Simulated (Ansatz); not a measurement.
Below is the output of a Python script on Ansatz's Python interface that makes a single point in a Gaussian basis of CH5ClSeSn, SMILES [CH3][SnH]([Cl])[SeH]. Write a script that gives it. Use: B3LYP, def2-SVPD basis, multiplicity 1, D4 dispersion.

```xyz
9

C    -0.1223    0.5027   -1.2475
Sn    0.4282   -0.7276    0.3553
Cl    2.4154    0.0799    1.2553
Se   -1.3043   -0.7019    2.1492
H    -1.1188    0.1641   -1.7084
H    -0.3196    1.5951   -0.8808
H     0.6433    0.5524   -2.0369
H     0.7007   -2.3383   -0.2443
H    -1.2341    0.8273    2.3409
```

```console
$ python run_energy.py
crystal:
  periodic: [false, false, false]
  atoms:
    - { symbol: C, position_ang: [-0.1223, 0.5027, -1.2475] }
    - { symbol: Sn, position_ang: [0.4282, -0.7276, 0.3553] }
    - { symbol: Cl, position_ang: [2.4154, 0.0799, 1.2553] }
    - { symbol: Se, position_ang: [-1.3043, -0.7019, 2.1492] }
    - { symbol: H, position_ang: [-1.1188, 0.1641, -1.7084] }
    - { symbol: H, position_ang: [-0.3196, 1.5951, -0.8808] }
    - { symbol: H, position_ang: [0.6433, 0.5524, -2.0369] }
    - { symbol: H, position_ang: [0.7007, -2.3383, -0.2443] }
    - { symbol: H, position_ang: [-1.2341, 0.8273, 2.3409] }
basis:
  gaussian:
    orbitals: def2-SVPD
hamiltonian:
  xc: b3lyp
  dispersion: d4
output:
  forces: true

reference energy    -84814.943463 eV
total energy        -84815.337588 eV
occupied (up, down): [42, 42]  virtual: [118, 118]  frozen: 0
largest force 2.9764 eV/A, rms 0.8688
dipole moment 2.509 D
Mulliken: [('C', 0.025), ('Sn', 1.029), ('Cl', -0.599), ('Se', -0.394), ('H', -0.023), ('H', 0.018), ('H', -0.157), ('H', -0.001), ('H', 0.103)]
```

One script that gives this output:

`run_energy.py`
```python
# -*- coding: utf-8 -*-
'''Single point of CH5ClSeSn.'''

import ansatz as az
from ase import Atoms
import numpy as np

params = {
    'basis': 'def2-SVPD',
    'functional': 'b3lyp',
    'vdw': 'd4',
}

atoms = Atoms(['C', 'Sn', 'Cl', 'Se', 'H', 'H', 'H', 'H', 'H'], positions=[
    [-0.1223, 0.5027, -1.2475],
    [0.4282, -0.7276, 0.3553],
    [2.4154, 0.0799, 1.2553],
    [-1.3043, -0.7019, 2.1492],
    [-1.1188, 0.1641, -1.7084],
    [-0.3196, 1.5951, -0.8808],
    [0.6433, 0.5524, -2.0369],
    [0.7007, -2.3383, -0.2443],
    [-1.2341, 0.8273, 2.3409],
])
molecule = az.Crystal.molecule_from_ase(atoms)

calculation = (
    molecule.calculation()
    .basis(gaussian=params['basis'])
    .functional(params['functional'], dispersion=params['vdw'])
    .forces()
)
print(calculation.to_yaml())
outcome = calculation.run(threads=1, backend='cpu')
summary = outcome.report

print('reference energy %16.6f eV' % summary['reference_energy_ev'])
print('total energy     %16.6f eV' % summary['free_energy_ev'])
print('occupied (up, down):', summary['n_occupied'], ' virtual:', summary['n_virtual'], ' frozen:', summary['n_frozen'])

symbols = [site.symbol for site in molecule.cartesian_sites]
forces = np.array(summary['forces_ev_ang'])
print('largest force', round(float(np.linalg.norm(forces, axis=1).max()), 4), 'eV/A, rms', round(float(np.sqrt((forces ** 2).mean())), 4))

charges = summary['charge_distribution']
print('dipole moment', round(4.803205 * float(np.linalg.norm(charges['dipole_moment_e_ang'])), 3), 'D')
print('Mulliken:', [(s, round(q, 3)) for s, q in zip(symbols, charges['mulliken_charges_e'])])
```

The settings weren't tested for convergence. The geometry is a force-field or estimated start, not a minimum of this method, and the basis set is short of its limit. def2 sets replace the cores of elements past krypton by effective core potentials. Total less reference energy is the dispersion correction. b3lyp holds the VWN-RPA fit, as in Gaussian; the form of ORCA and Turbomole is b3lyp5. Mulliken charges are unreliable in a basis with diffuse functions. The whole script took 16 s on 1 thread of Intel(R) Xeon(R) Platinum 8259CL CPU @ 2.50GHz (Skylake/Cascade Lake), on a shared host, peak memory 0.55 GiB.

(A comment or docstring line of the script was reworded after the run, the code is as it ran; lines on the test bed's own set-up are left out of the output.)
